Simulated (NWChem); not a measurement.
# One shape, several levels: CHClI (SMILES Cl[CH]I)

Aim: a comparison of 6 runs (UPBE0/SBKJC-VDZ, UPBE0/LANL2DZ, UPBE0/MIDI!, UTPSSh/MIDI!, UPBE0/DGauss-DZVP, UTPSSh/jorge-DZP) of CHClI. 

Program for the calculation: NWChem 7.3.0.

**1. Starting point**

CHClI has 4 atoms, charge 0, and is taken as a doublet. As SMILES, `Cl[CH]I`. Geometry: relaxed at PBE0-D4/def2-TZVP.

Bond lengths: Cl1–C2 1.686 Å, C2–I3 2.044 Å, C2–H4 1.081 Å. Angles: Cl1–C2–I3 121.3°, Cl1–C2–H4 117.2°, I3–C2–H4 117.7°.

**2. Energy and one-electron properties at UPBE0/SBKJC-VDZ (core potential) (run 1)**

File chcli.xyz:

```xyz
4
CHClI
Cl    -1.529900     0.107400    -0.630600
C      0.011600     0.214700     0.044300
I      0.942400    -1.424700     0.835400
H      0.631300     1.042400    -0.269500
```

File chcli.nw:

```
start chcli
title "CHClI"
memory total 2200 mb
charge 0

geometry units angstroms noautosym nocenter noautoz
load format xyz chcli.xyz
end

basis "ao basis" spherical bse
* library SBKJC-VDZ
end

ecp bse
Cl library SBKJC-VDZ
C library SBKJC-VDZ
I library SBKJC-VDZ
end

dft
xc pbe0
mult 2
grid fine
convergence energy 1e-08
maxiter 100
mulliken
noprint "final vectors analysis"
end

property
dipole
quadrupole
mulliken
end

task dft property
```

Command:

```sh
nwchem chcli.nw > chcli.out
```

Output:

```text
[...]
          Wavefunction type:  spin polarized.
          No. of atoms     :     4
          No. of electrons :    19
[...]
          Charge           :     0
          Spin multiplicity:     2
[...]
          AO basis - number of functions:    26
[...]
              XC Information
              --------------
                         PBE0 Method XC Functional
                     Hartree-Fock (Exact) Exchange  0.250
          PerdewBurkeErnzerhof Exchange Functional  0.750
            Perdew 1991 LDA Correlation Functional  1.000 local
           PerdewBurkeErnz. Correlation Functional  1.000 non-local
[...]
 d= 0,ls=0.0,diis     1    -32.4485194527 -6.13D+01  3.12D-02  8.65D-02     0.3
[...]
 d= 0,ls=0.0,diis    11    -32.5083085241 -4.71D-09  1.42D-06  1.52D-10     2.5
[...]
         Total DFT energy =      -32.508308524065
      One electron energy =     -109.300148595778
           Coulomb energy =       55.103973444810
    Exchange-Corr. energy =       -7.182819189852
 Nuclear repulsion energy =       28.870685816755
[...]
      Total Density - Mulliken Population Analysis
     ---------------------------------------------
    Atom       Charge   Shell Charges
 -----------   ------   -------------------------------------------------------
    1 Cl   7     6.91   1.51  3.79  0.47  1.15
    2 C    4     4.58   1.15  2.52  0.24  0.67
    3 I    7     6.78   1.69  3.95  0.29  0.84
    4 H    1     0.73   0.45  0.28
[...]
      <S2> =      0.7554 (Exact =     0.7500)
[...]
   Dipole moment        1.0528800759 Debye(s)
             DMX        0.9697603831 DMXEFC        0.0000000000
             DMY        0.3366312850 DMYEFC        0.0000000000
             DMZ       -0.2340953472 DMZEFC        0.0000000000
   -EFC- dipole         0.0000000000 DEBYE(S)
   Total dipole         1.0528800759 DEBYE(S)
[...]
```

It took 3.3 s on 1 thread of AMD EPYC 9R45 (Zen 5), shared host; peak memory 0.12 GiB.

Atomic charges (e):

```csv
atom,Löwdin
Cl1,+0.140
C2,-0.600
I3,+0.290
H4,+0.170
```

**3. The charge distribution at UPBE0/LANL2DZ (core potential) (run 2)**

File work.nw:

```
start work
memory total 2200 mb

geometry units angstrom noautosym nocenter noautoz
  Cl    -1.529900     0.107400    -0.630600
  C      0.011600     0.214700     0.044300
  I      0.942400    -1.424700     0.835400
  H      0.631300     1.042400    -0.269500
end

basis spherical bse
  * library LANL2DZ
end

ecp bse
  Cl library LANL2DZ
  I library LANL2DZ
end

dft
  xc pbe0
  mult 2
  grid fine
  convergence energy 1e-08
  maxiter 100
  mulliken
  noprint "final vectors analysis"
end

property
  dipole
  quadrupole
  mulliken
end

task dft property
```

Command:

```sh
nwchem work.nw > work.out
```

Output:

```text
[...]
          Wavefunction type:  spin polarized.
          No. of atoms     :     4
          No. of electrons :    21
[...]
          Charge           :     0
          Spin multiplicity:     2
[...]
          AO basis - number of functions:    27
[...]
              XC Information
              --------------
                         PBE0 Method XC Functional
                     Hartree-Fock (Exact) Exchange  0.250
          PerdewBurkeErnzerhof Exchange Functional  0.750
            Perdew 1991 LDA Correlation Functional  1.000 local
           PerdewBurkeErnz. Correlation Functional  1.000 non-local
[...]
 d= 0,ls=0.0,diis     1    -64.8320588859 -1.03D+02  2.80D-02  9.91D-02     0.3
[...]
 d= 0,ls=0.0,diis    11    -64.8968375158 -4.67D-09  1.16D-06  1.43D-10     2.5
[...]
         Total DFT energy =      -64.896837515808
      One electron energy =     -169.511734891920
           Coulomb energy =       77.599994518170
    Exchange-Corr. energy =      -10.852541035722
 Nuclear repulsion energy =       37.867443893663
[...]
      Total Density - Mulliken Population Analysis
     ---------------------------------------------
    Atom       Charge   Shell Charges
 -----------   ------   -------------------------------------------------------
    1 Cl   7     6.93   1.17  0.79  2.62  2.36
    2 C    6     6.60   2.00  0.74  0.72  2.55  0.58
    3 I    7     6.78   0.73  1.25  2.80  1.99
    4 H    1     0.69   0.50  0.18
[...]
      <S2> =      0.7553 (Exact =     0.7500)
[...]
   Dipole moment        1.0381615076 Debye(s)
             DMX        0.9859638103 DMXEFC        0.0000000000
             DMY        0.2546575728 DMYEFC        0.0000000000
             DMZ       -0.2020004984 DMZEFC        0.0000000000
   -EFC- dipole         0.0000000000 DEBYE(S)
   Total dipole         1.0381615076 DEBYE(S)
[...]
```

Wall time 3.3 s (1 thread of AMD EPYC 9R45 (Zen 5), shared host); peak memory 0.12 GiB.

Atomic charges (e):

```csv
atom,Löwdin
Cl1,+0.170
C2,-0.620
I3,+0.310
H4,+0.140
```

Runs 3 to 5 aren't shown in full; the table further down has their settings and results.

**4. Energy and one-electron properties at UTPSSh/jorge-DZP (run 6)**

File run.nw:

```
start run
title "CHClI properties"
memory 2200 mb

geometry units angstroms noautosym nocenter noautoz
  Cl    -1.529900     0.107400    -0.630600
  C      0.011600     0.214700     0.044300
  I      0.942400    -1.424700     0.835400
  H      0.631300     1.042400    -0.269500
end

basis "ao basis" spherical bse
  * library jorge-DZP
end

dft
  xc xctpssh
  mult 2
  grid fine
  convergence energy 1e-08
  maxiter 100
  mulliken
  noprint "final vectors analysis"
end

property
  dipole
  quadrupole
  mulliken
end

task dft property
```

Command:

```sh
nwchem run.nw > run.out
```

Output:

```text
[...]
          Wavefunction type:  spin polarized.
          No. of atoms     :     4
          No. of electrons :    77
[...]
          Charge           :     0
          Spin multiplicity:     2
[...]
          AO basis - number of functions:    92
[...]
              XC Information
              --------------
                  TPSS hybrid Method XC Functional
                     Hartree-Fock (Exact) Exchange  0.100
                  TPSS metaGGA Exchange Functional  0.900
             TPSS03 metaGGA Correlation Functional  1.000
[...]
 d= 0,ls=0.0,diis     1  -7413.1260806371 -7.69D+03  8.86D-03  1.73D+00     3.0
[...]
 d= 0,ls=0.0,diis    12  -7413.1902682575 -1.88D-09  2.76D-07  1.99D-10    25.5
[...]
         Total DFT energy =    -7413.190268257516
      One electron energy =   -10685.572794472406
           Coulomb energy =     3202.956140810034
    Exchange-Corr. energy =     -208.299129630565
 Nuclear repulsion energy =      277.725515035419
[...]
      <S2> =      0.7554 (Exact =     0.7500)
[...]
   Dipole moment        0.7983931115 Debye(s)
             DMX        0.6301907592 DMXEFC        0.0000000000
             DMY        0.4308699971 DMYEFC        0.0000000000
             DMZ       -0.2337567392 DMZEFC        0.0000000000
   -EFC- dipole         0.0000000000 DEBYE(S)
   Total dipole         0.7983931115 DEBYE(S)
[...]
```

It took 26 s on 1 thread of AMD EPYC 9R45 (Zen 5), shared host; peak memory 0.12 GiB.

Atomic charges (e):

```csv
atom,Mulliken,Löwdin
Cl1,+0.001,+0.160
C2,-0.306,-0.460
I3,+0.160,+0.280
H4,+0.145,+0.030
```

**5. The series**

```csv
run,level,core potential,energy (Eh),dipole moment (D),⟨S²⟩,wall time
1,UPBE0/SBKJC-VDZ (core potential),SBKJC-VDZ,-32.508309,1.05,0.755,3.3 s
2,UPBE0/LANL2DZ (core potential),LANL2DZ,-64.896838,1.04,0.755,3.3 s
3,UPBE0/MIDI!,–,-7385.945091,1.14,0.755,6.9 s
4,UTPSSh/MIDI!,–,-7386.235519,1.13,0.754,8.7 s
5,UPBE0/DGauss-DZVP,–,-7418.022810,0.79,0.756,17 s
6,UTPSSh/jorge-DZP,–,-7413.190268,0.80,0.755,26 s
```

**6. Results**

```
            quantity           value
 run 6: total energy  -7413.19027 Eh
run 6: dipole moment          0.80 D
         run 6: ⟨S²⟩           0.755
```

**Reading.** The dipole moment (its size) runs from 0.79 D (UPBE0/DGauss-DZVP) to 1.14 D (UPBE0/MIDI!). Totals of different functionals can't be ranked against each other. Some runs of one species differ in core potentials or relativity; totals across that change don't compare. In runs 3, 4, 5, 6 relativity is left out where basis or elements ask for it. All runs together took 66 s, the longest 26 s.
